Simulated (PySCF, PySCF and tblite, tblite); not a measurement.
# C₃H₁₀OSSi₂: a path driven as pyramidal inversion, and NMR exchange, part 2 of 2

PySCF and tblite. Atoms count from 0. Earlier steps stand in the parts before.

## Step 9: Shieldings, start: PBE0/6-31G*

Job settings and geometry (Å):

```
{"job": {"kind": "nmr", "xc": "PBE0", "basis": "6-31G*", "pop": false}, "charge": 0, "multiplicity": 1}
O      3.950922    -0.979156    -0.454102
S      2.732421    -0.186494    -0.300934
C      1.403651    -1.379488     0.009835
C      0.128022    -1.024117     0.021552
C     -0.362397     0.360624    -0.139943
Si    -1.600544     0.448611    -1.595971
Si    -1.093010     0.968274     1.521814
H      2.734196     0.213258     1.070592
H      1.760560    -2.391601     0.112196
H     -0.630538    -1.781546     0.182952
H      0.485044     1.008526    -0.381244
H     -0.927567    -0.010218    -2.812015
H     -2.743275    -0.419815    -1.306651
H     -2.043732     1.833821    -1.748143
H     -0.056443     0.863502     2.552258
H     -1.511774     2.360473     1.368296
H     -2.232533     0.127374     1.889600
```

Output:

```text
coarse grid: 15416 points
cycle   1  E = -1171.8639830779  dE =  9.046e-01  |g| = 8.918e-01  |ddm| = 3.890e+00
cycle   2  E = -1170.8685485213  dE =  9.954e-01  |g| = 2.273e+00  |ddm| = 5.083e+00
cycle   3  E = -1172.0240931458  dE = -1.156e+00  |g| = 2.155e-01  |ddm| = 4.318e+00
cycle   4  E = -1172.0318300157  dE = -7.737e-03  |g| = 1.400e-01  |ddm| = 4.739e-01
cycle   5  E = -1172.0372586380  dE = -5.429e-03  |g| = 1.364e-02  |ddm| = 1.735e-01
cycle   6  E = -1172.0373011746  dE = -4.254e-05  |g| = 6.905e-03  |ddm| = 2.352e-02
cycle   7  E = -1172.0373127219  dE = -1.155e-05  |g| = 2.318e-03  |ddm| = 9.150e-03
cycle   8  E = -1172.0373141503  dE = -1.428e-06  |g| = 3.236e-04  |ddm| = 2.919e-03
final grid: 134152 points
cycle   9  E = -1171.9514803099  dE = -1.365e-05  |g| = 8.099e-03  |ddm| = 2.336e-02
cycle  10  E = -1171.9514575660  dE =  2.274e-05  |g| = 1.251e-02  |ddm| = 2.806e-02
cycle  11  E = -1171.9514974499  dE = -3.988e-05  |g| = 2.020e-03  |ddm| = 1.916e-02
cycle  12  E = -1171.9514982954  dE = -8.455e-07  |g| = 2.213e-04  |ddm| = 2.558e-03
cycle  13  E = -1171.9514983067  dE = -1.133e-08  |g| = 1.026e-04  |ddm| = 3.784e-04
cycle  14  E = -1171.9514983090  dE = -2.323e-09  |g| = 4.081e-05  |ddm| = 1.331e-04
cycle  15  E = -1171.9514983094  dE = -4.241e-10  |g| = 9.010e-06  |ddm| = 5.131e-05
converged SCF energy = -1171.9514983094

GIAO shielding tensors (ppm)
atom      isotropic    diamagn.    paramagn.     s11        s22        s33       span
  0 O      345.216     386.698     -41.482    114.420    369.601    551.627    437.207
  1 S      244.761    1049.982    -805.221     73.421    156.055    504.808    431.386
  2 C       60.942     260.842    -199.899    -14.997     92.413    105.410    120.407
  3 C       69.481     256.579    -187.098    -29.344     70.972    166.814    196.158
  4 C      183.796     250.067     -66.271    168.790    181.513    201.085     32.295
  5 Si     451.282     882.283    -431.001    424.861    437.004    491.982     67.121
  6 Si     452.658     882.734    -430.075    426.112    439.301    492.562     66.450
  7 H       21.829      27.622      -5.793     15.700     22.787     27.000     11.300
  8 H       26.365      31.122      -4.757     24.895     26.162     28.037      3.142
  9 H       26.285      31.826      -5.541     24.539     25.230     29.087      4.547
 10 H       30.896      31.989      -1.093     26.225     30.325     36.137      9.912
 11 H       28.205      29.778      -1.573     24.508     26.697     33.410      8.902
 12 H       28.321      30.123      -1.802     25.145     26.744     33.073      7.928
 13 H       28.237      29.662      -1.425     24.729     26.396     33.587      8.857
 14 H       28.263      30.550      -2.286     24.311     27.190     33.289      8.978
 15 H       28.171      29.995      -1.824     24.734     26.226     33.553      8.819
 16 H       28.307      30.393      -2.086     25.122     26.601     33.198      8.076
```

Wall time 19 s (1 thread of Arm Neoverse V1, shared host); peak memory 0.73 GiB.

Key values: HOMO -6.57 eV, LUMO -0.57 eV; dipole 3.90 D.

## Step 10: Single-point energy, saddle of leg 1: PBE0/6-31G*

Job settings and geometry (Å):

```
{"job": {"kind": "sp", "xc": "PBE0", "basis": "6-31G*", "pop": false}, "charge": 0, "multiplicity": 1}
O      4.117211    -0.897061     0.290816
S      2.703675    -0.406189     0.244447
C      1.338732    -1.495026     0.053526
C      0.083505    -1.099077    -0.132945
C     -0.370631     0.309096    -0.230892
Si    -1.714760     0.493506    -1.576448
Si    -0.921077     0.896096     1.507780
H      2.533958     0.919846     0.374998
H      1.696030    -2.507680     0.109355
H     -0.668235    -1.873122    -0.192796
H      0.482679     0.927259    -0.527061
H     -1.163712     0.046601    -2.857036
H     -2.864871    -0.337850    -1.218119
H     -2.107622     1.899942    -1.660051
H      0.191899     0.691985     2.437747
H     -1.257965     2.318659     1.441300
H     -2.078818     0.113013     1.935379
```

Output:

```text
coarse grid: 15416 points
cycle   1  E = -1171.8069489983  dE =  9.671e-01  |g| = 8.675e-01  |ddm| = 3.850e+00
cycle   2  E = -1169.5136430534  dE =  2.293e+00  |g| = 2.792e+00  |ddm| = 9.234e+00
cycle   3  E = -1171.9384712820  dE = -2.425e+00  |g| = 3.592e-01  |ddm| = 9.079e+00
cycle   4  E = -1171.9614914966  dE = -2.302e-02  |g| = 2.185e-01  |ddm| = 6.698e-01
cycle   5  E = -1171.9744111590  dE = -1.292e-02  |g| = 6.721e-02  |ddm| = 3.244e-01
cycle   6  E = -1171.9755156128  dE = -1.104e-03  |g| = 2.475e-02  |ddm| = 9.952e-02
cycle   7  E = -1171.9756741405  dE = -1.585e-04  |g| = 3.780e-03  |ddm| = 2.714e-02
cycle   8  E = -1171.9756781812  dE = -4.041e-06  |g| = 1.388e-03  |ddm| = 6.979e-03
final grid: 134152 points
cycle   9  E = -1171.8902733024  dE = -1.283e-05  |g| = 8.072e-03  |ddm| = 2.161e-02
cycle  10  E = -1171.8902418192  dE =  3.148e-05  |g| = 1.329e-02  |ddm| = 2.511e-02
cycle  11  E = -1171.8902908079  dE = -4.899e-05  |g| = 1.893e-03  |ddm| = 1.776e-02
cycle  12  E = -1171.8902916097  dE = -8.017e-07  |g| = 2.324e-04  |ddm| = 2.080e-03
cycle  13  E = -1171.8902916240  dE = -1.436e-08  |g| = 9.207e-05  |ddm| = 4.317e-04
cycle  14  E = -1171.8902916257  dE = -1.688e-09  |g| = 4.189e-05  |ddm| = 1.280e-04
cycle  15  E = -1171.8902916261  dE = -4.270e-10  |g| = 1.045e-05  |ddm| = 5.735e-05
converged SCF energy = -1171.8902916261
```

It took 9.4 s on 1 thread of Arm Neoverse V1, shared host; peak memory 0.58 GiB.

In short: HOMO -5.15 eV, LUMO -0.78 eV; dipole 3.93 D.

## Step 11: Second level: PBE0/6-31G* + D3(BJ)

Job settings and geometry (Å):

```
{"job": {"smiles": "O=[SH]/C=C\\C([SiH3])[SiH3]", "charge": 0, "mult": 1, "motion": "inversion", "what": "sulfoxide", "atoms": [1], "drives": [{"terms": [["t", [7, 0, 2, 1], 0.3333333333333333], ["t", [0, 2, 7, 1], 0.3333333333333333], ["t", [2, 7, 0, 1], 0.3333333333333333]], "neg": true, "n": 8}], "study": "path", "level": {"kind": "nmr", "xc": "PBE0", "basis": "6-31G*", "wide": true}, "fields": [60, 700, 800], "first": 3, "seed": 408, "kind": "pathvar"}, "charge": 0, "multiplicity": 1}
O      3.950922    -0.979156    -0.454102
S      2.732421    -0.186494    -0.300934
C      1.403651    -1.379488     0.009835
C      0.128022    -1.024117     0.021552
C     -0.362397     0.360624    -0.139943
Si    -1.600544     0.448611    -1.595971
Si    -1.093010     0.968274     1.521814
H      2.734196     0.213258     1.070592
H      1.760560    -2.391601     0.112196
H     -0.630538    -1.781546     0.182952
H      0.485044     1.008526    -0.381244
H     -0.927567    -0.010218    -2.812015
H     -2.743275    -0.419815    -1.306651
H     -2.043732     1.833821    -1.748143
H     -0.056443     0.863502     2.552258
H     -1.511774     2.360473     1.368296
H     -2.232533     0.127374     1.889600
```

Output:

```text
stationary points (kcal/mol above the start)
  n  kind          group   xTB      DFT    lowest mode
  0  minimum      C1       0.00     0.00      26.1
  1  saddle       C1      52.87    38.37   -1392.6
  2  minimum      C1      -0.00     0.00      25.1

GFN2-xTB energies: T/K, barrier G, reaction G (kcal/mol), k forward, k back (1/s)
 150.00    51.67    -0.01   3.23e-63   3.08e-63
 200.00    51.68    -0.02   2.79e-44   2.67e-44
 250.00    51.69    -0.02   6.83e-33   6.57e-33
 298.15    51.69    -0.02   1.62e-25   1.56e-25
 350.00    51.68    -0.02   7.82e-20   7.54e-20
 400.00    51.68    -0.03   9.72e-16   9.39e-16
 500.00    51.67    -0.03   5.43e-10   5.25e-10

PBE0/pcSseg-1 + D3(BJ) energies: T/K, barrier G, reaction G (kcal/mol), k forward, k back (1/s)
 150.00    34.89    -0.01   9.24e-39   8.89e-39
 200.00    34.90    -0.01   6.14e-26   5.92e-26
 250.00    34.90    -0.02   3.22e-18   3.11e-18
 298.15    34.90    -0.02   3.26e-13   3.15e-13
 350.00    34.90    -0.02   2.37e-09   2.29e-09
 400.00    34.89    -0.02   1.44e-06    1.4e-06
 500.00    34.88    -0.03     0.0118     0.0114

PBE0/6-31G* + D3(BJ) energies: T/K, barrier G, reaction G (kcal/mol), k forward, k back (1/s)
 150.00    37.17    -0.01   4.36e-42   4.19e-42
 200.00    37.18    -0.01   1.96e-28   1.89e-28
 250.00    37.18    -0.02   3.25e-20   3.14e-20
 298.15    37.18    -0.02    6.9e-15   6.68e-15
 350.00    37.18    -0.02   8.89e-11    8.6e-11
 400.00    37.17    -0.02   8.15e-08    7.9e-08
 500.00    37.17    -0.03    0.00118    0.00115
```

It took 2.4 min on 1 thread of Arm Neoverse V1, shared host; peak memory 0.87 GiB. This counts the runs that the step sums up.

Barriers by level (kcal/mol; entropies in cal/(mol K)). Zero-point and thermal terms come from xTB in every row. ΔG‡ leaves symmetry out; the rate counts equivalent paths (a factor of 2); effective ΔG‡, where given, is the barrier that would give that rate by Eyring's equation alone:

```csv
level,ΔE‡,with zero-point,ΔH‡,ΔS‡,ΔG‡ (298 K),ΔE of reaction,k at 298 K (1/s),effective ΔG‡
GFN2-xTB,52.87,51.61,51.59,-0.3,51.69,0.00,1.6e-25,51.27
PBE0/pcSseg-1 + D3(BJ),36.08,34.82,34.80,-0.3,34.90,0.00,3.3e-13,34.49
PBE0/6-31G* + D3(BJ),38.36,37.11,37.09,-0.3,37.18,0.00,6.9e-15,36.77
```

## Step 12: Summary of results

What follows sums up all 2 parts.

| quantity | value |
| --- | --- |
| barrier (PBE0/pcSseg-1 + D3(BJ)) | ΔE‡ 36.1, ΔG‡(298 K) 34.9 kcal/mol |
| barrier (GFN2-xTB) | ΔE‡ 52.9 kcal/mol |
| rate at 298 K | 3.3e-13 s⁻¹ |
| end of the path | the start, renumbered or mirrored |
| coalescence of $^{29}$Si Si5 | 698 K at 800 MHz |
| stages that failed or stayed incomplete | 1 |

DFT puts the top 36.1 kcal/mol above the start (xTB: 52.9); the rate from the DFT barrier is 3.3e-13 s⁻¹ at 298 K. An error of 1.4 kcal/mol changes that rate tenfold. The $^{29}$Si lines of Si5 and its partners, 155 Hz apart at 800 MHz, merge at 698 K, so by this path alone the exchange at 298 K is slow for them; other paths were not followed. The moving atom is hydrogen and the barrier is narrow, so tunnelling, which is left out, should speed the exchange. PBE0/6-31G* + D3(BJ) moves the barrier from 36.1 to 38.4 kcal/mol.
